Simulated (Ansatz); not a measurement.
# H8O2Si3: the cost of one run

Method: RKS PBE0-D4/def2-SVP, in Ansatz 0.2.0.

### Step 1. The starting structure

Bond lengths: O1–Si2 1.694 Å, Si2–O3 1.671 Å, Si2–Si4 2.273 Å, Si4–Si5 2.303 Å, O1–H6 0.983 Å, Si2–H7 1.504 Å, O3–H8 1.005 Å, Si4–H9 1.572 Å, Si4–H10 1.479 Å, Si5–H11 1.463 Å, Si5–H12 1.496 Å, Si5–H13 1.545 Å. Angles (14 of 20 angles, heavy atoms first): O1–Si2–O3 106.7°, O1–Si2–Si4 113.3°, O3–Si2–Si4 112.2°, Si2–Si4–Si5 106.0°, O1–Si2–H7 106.1°, O3–Si2–H7 108.6°, Si4–Si2–H7 109.6°, Si2–O1–H6 111.5°, Si2–O3–H8 110.7°, Si2–Si4–H9 109.9°, Si2–Si4–H10 113.8°, Si5–Si4–H9 110.5°, Si5–Si4–H10 113.2°, Si4–Si5–H11 111.6°.

As a file:

```xyz
13

O     1.1587   -1.5877    2.1036
Si    0.8100   -0.9755    0.5635
O     0.1318   -2.2287   -0.3084
Si   -0.5253    0.8628    0.6084
Si   -0.6807    1.5899   -1.5709
H     0.3434   -1.8823    2.5680
H     2.1348   -0.6226   -0.0547
H     0.8080   -2.9531   -0.4729
H    -1.9446    0.4794    1.1638
H    -0.0642    1.9130    1.5424
H    -1.2584    0.5659   -2.4415
H     0.6953    1.9678   -2.0206
H    -1.5884    2.8365   -1.6660
```

### Step 2. Relaxing end A

Contents of input.yaml:

```yaml
crystal:
  periodic: [false, false, false]
  atoms:
    - { symbol: O, position_ang: [1.1587, -1.5877, 2.1036] }
    - { symbol: Si, position_ang: [0.81, -0.9755, 0.5635] }
    - { symbol: O, position_ang: [0.1318, -2.2287, -0.3084] }
    - { symbol: Si, position_ang: [-0.5253, 0.8628, 0.6084] }
    - { symbol: Si, position_ang: [-0.6807, 1.5899, -1.5709] }
    - { symbol: H, position_ang: [0.3434, -1.8823, 2.568] }
    - { symbol: H, position_ang: [2.1348, -0.6226, -0.0547] }
    - { symbol: H, position_ang: [0.808, -2.9531, -0.4729] }
    - { symbol: H, position_ang: [-1.9446, 0.4794, 1.1638] }
    - { symbol: H, position_ang: [-0.0642, 1.913, 1.5424] }
    - { symbol: H, position_ang: [-1.2584, 0.5659, -2.4415] }
    - { symbol: H, position_ang: [0.6953, 1.9678, -2.0206] }
    - { symbol: H, position_ang: [-1.5884, 2.8365, -1.666] }
basis:
  gaussian: { orbitals: def2-SVP }
hamiltonian:
  xc: pbe0
  dispersion: d4
relax:
  f_tol: 0.02
  max_steps: 50
output:
  orbitals: {}
```

Run with:

```bash
$ ansatz run input.yaml --threads 2 --pin off --max-ram 3072MiB --backend cpu --events-out ev --progress --plain --runs-dir out
```

**Question.** How long does this run take on 2 threads of Intel Xeon 6975P-C (Granite Rapids), shared host, and how much memory does it need?

About 51 s, with a peak of 0.32 GiB.
